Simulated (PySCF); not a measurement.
# C4H7ClSSi: electronic excitations

Wanted: the electronic excitations of C4H7ClSSi (`C[Si](C)(Cl)C=C=S`), by calculation.

Computed with PySCF 2.14.0, with density-fitted response routines of our own, on a single molecule in the gas phase. Atoms are numbered from 0 throughout.

**1. The molecule as given**

14 atoms, charge 0, multiplicity 1; geometry from: GFN2-xTB.

Bonds of the start (Å): C0–Si1 1.90, Si1–C2 1.90, Si1–Cl3 2.04, Si1–C4 1.90, C4–C5 1.29, C5–S6 1.56, C0–H7 1.09, C0–H8 1.09, C0–H9 1.09, C2–H10 1.09, C2–H11 1.09, C2–H12 1.09, C4–H13 1.08.

**2. TDDFT and polarisability: CAM-B3LYP/def2-SVPD**

What the job is given:

```
{"job": {"kind": "uv", "xc": "CAM-B3LYP", "basis": "def2-SVPD", "nstates": 8, "ntriplets": 3}, "charge": 0, "multiplicity": 1}
C     -1.306938    -0.819984     0.988490
Si    -0.382690    -0.127412    -0.523811
C     -0.221587     1.766930    -0.441614
Cl    -1.357129    -0.664494    -2.228831
C      1.338697    -0.923320    -0.657817
C      2.226855    -0.783173     0.267772
S      3.206210    -0.536484     1.454793
H     -1.403262    -1.900911     0.935472
H     -0.776607    -0.583370     1.905749
H     -2.307984    -0.405164     1.066818
H      0.302076     2.160190    -1.308563
H     -1.195289     2.247239    -0.400257
H      0.336000     2.067301     0.440197
H      1.540968    -1.497822    -1.545453
```

Level: TDDFT CAM-B3LYP/def2-SVPD, vertical, gas phase, core orbitals frozen in the response.

On the command line:

```bash
$ OMP_NUM_THREADS=1 python probes_run.py task.json out
```

One launch serves the whole session: the jobs run in the order shown.

What will the session give for the following? lowest singlet (CAM-B3LYP/def2-SVPD); brightest single state of those computed; lowest triplet. Wanted: lowest singlet; brightest single state of those computed; lowest triplet.

As calculated:

| quantity | value |
| --- | --- |
| lowest singlet (CAM-B3LYP/def2-SVPD) | 2.68 eV (462 nm), f = 0.000 |
| brightest single state of those computed | state 5, 6.50 eV, f = 0.946 |
| lowest triplet | 2.39 eV |

The lowest singlet, at 2.68 eV, is HOMO→LUMO 0.99 and is dark; of the 8 states computed, the strongest absorption comes from state 5 at 6.50 eV. The lowest triplet lies 0.29 eV below the lowest singlet (triplets in Tamm-Dancoff, singlets in full TDDFT).
